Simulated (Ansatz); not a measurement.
# InPH4O: basis-set convergence

Aim: see how fast density functionals converge with the basis set for InPH4O.

The runs use Ansatz 0.2.0, Gaussian basis; one geometry, several basis sets.

Levels to be run: PBE0-D4/def2-SVP; ωB97M-V/def2-SVP; PBE0-D4/def2-QZVPP; ωB97M-V/def2-QZVPP; the functionals' def2-TZVPP values are taken from earlier runs.

**1. Structure used throughout**

The geometry comes from an earlier relaxation with PBE0-D4/def2-TZVP; it is a stationary point, not always the lowest conformer. In takes the def2 core potential; no spin-orbit term is included.

SMILES `O[PH][InH2]`, 7 atoms, charge 0, spin multiplicity 1.

Atoms are counted from 1 here; the program's logs count them from 0.

Bond lengths: O1–P2 1.670 Å, O1–H4 0.960 Å, P2–In3 2.503 Å, P2–H5 1.430 Å, In3–H6 1.723 Å, In3–H7 1.728 Å. Angles: P2–O1–H4 109.0°, O1–P2–In3 100.9°, O1–P2–H5 100.1°, In3–P2–H5 92.3°, P2–In3–H6 120.5°, P2–In3–H7 117.4°, H6–In3–H7 122.0°.

**2. PBE0-D4 in def2-SVP**

Input file in.yaml:

```yaml
crystal:
  periodic: [false, false, false]
  atoms:
    - {symbol: O, position_ang: [-1.844520, 0.146896, 0.079173]}
    - {symbol: P, position_ang: [-0.622820, -0.369954, -0.935491]}
    - {symbol: In, position_ang: [1.396882, 0.365878, 0.345930]}
    - {symbol: H, position_ang: [-2.634261, 0.311762, -0.441857]}
    - {symbol: H, position_ang: [-0.483656, -1.722147, -0.492232]}
    - {symbol: H, position_ang: [1.278244, 1.623236, 1.517978]}
    - {symbol: H, position_ang: [2.910131, -0.355671, -0.073501]}
basis:
  gaussian: {orbitals: def2-SVP}
hamiltonian: {xc: pbe0, dispersion: d4}
output: {orbitals: {seedname: orbitals}}
```

Command:

```console
> ansatz run in.yaml --threads 2 --pin off --events-out ev --progress --plain --max-ram 4352MiB
```

The runs that follow: ωB97M-V in def2-SVP; PBE0-D4 in def2-QZVPP; ωB97M-V in def2-QZVPP.

Q: Predict the results of all the runs planned. Wanted: PBE0-D4: double and triple zeta above quadruple; ωB97M-V: double and triple zeta above quadruple.

As calculated:

| quantity | value |
| --- | --- |
| PBE0-D4: double and triple zeta above quadruple | 6.76, 0.48 eV |
| ωB97M-V: double and triple zeta above quadruple | 6.84, 0.46 eV |

**Reading.** PBE0-D4 gains 6.28 eV from double to triple zeta, then 0.48 eV more. Total energies overstate the basis error of differences, where much of it tends to cancel.
